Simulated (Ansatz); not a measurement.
# BaZn2O6: the cost of one run

Computed with Ansatz 0.2.0 (DFT PBE, scalar-relativistic, plane waves, PAW, unless a step's input says otherwise).

## 1. The system as given

Symmetry: Fm-3m, No. 225, cubic system. Conventional cell: a = 8.298 Å, b = 8.298 Å, c = 8.298 Å, α = 90.00°, β = 90.00°, γ = 90.00°. Ba (site symmetry m-3m) is surrounded by 12 O at 2.93 Å. Zn (site symmetry -43m) has 6 O at 2.07 Å as nearest neighbours. Around O (site symmetry mmm) lie 2 Zn at 2.07 Å and 2 Ba at 2.93 Å.

Coordinates:

```
Ba Zn O
1.0
     0.00000    4.14877    4.14877
     4.14877    0.00000    4.14877
     4.14877    4.14877    0.00000
Ba Zn O
1 2 6
Direct
  0.00000 0.00000 0.00000
  0.75000 0.75000 0.75000
  0.25000 0.25000 0.25000
  0.50000 0.00000 0.00000
  0.00000 0.50000 0.50000
  0.00000 0.50000 0.00000
  0.50000 0.00000 0.50000
  0.00000 0.00000 0.50000
  0.50000 0.50000 0.00000
```

The cell is invented: ordered vacancies on the A sites of perovskite (Fm-3m, No. 225). The dimensions are guesses.

## 2. The guess as it stands, on a coarse mesh

Input file input.yaml:

```yaml
crystal:
  lattice:
    - [0.0, 4.14877002, 4.14877002]
    - [4.14877002, 0.0, 4.14877002]
    - [4.14877002, 4.14877002, 0.0]
  atoms:
    - { symbol: Ba, position: [0.0, 0.0, 0.0] }
    - { symbol: Zn, position: [0.75, 0.75, 0.75] }
    - { symbol: Zn, position: [0.25, 0.25, 0.25] }
    - { symbol: O, position: [0.5, 0.0, 0.0] }
    - { symbol: O, position: [0.0, 0.5, 0.5] }
    - { symbol: O, position: [0.0, 0.5, 0.0] }
    - { symbol: O, position: [0.5, 0.0, 0.5] }
    - { symbol: O, position: [0.0, 0.0, 0.5] }
    - { symbol: O, position: [0.5, 0.5, 0.0] }
basis:
  ecutwfc: 420
kpoints:
  mp_grid: { grid: [4, 4, 4] }
hamiltonian:
  xc: pbe
scf:
  occupations: { method: gaussian, width: 0.1 }
  lower_state_search: "off"
output:
  forces: true
  stress: true
  eigenvalues: true
```

Started as:

```console
> ansatz run input.yaml --threads 1 --pin off --max-ram 2048MiB --backend cpu --events-out ev --progress --plain --runs-dir out
```

What time and memory should one allow on 1 thread of Arm Neoverse V2, shared host?

About 3.7 s, with a peak of 0.4 GiB.
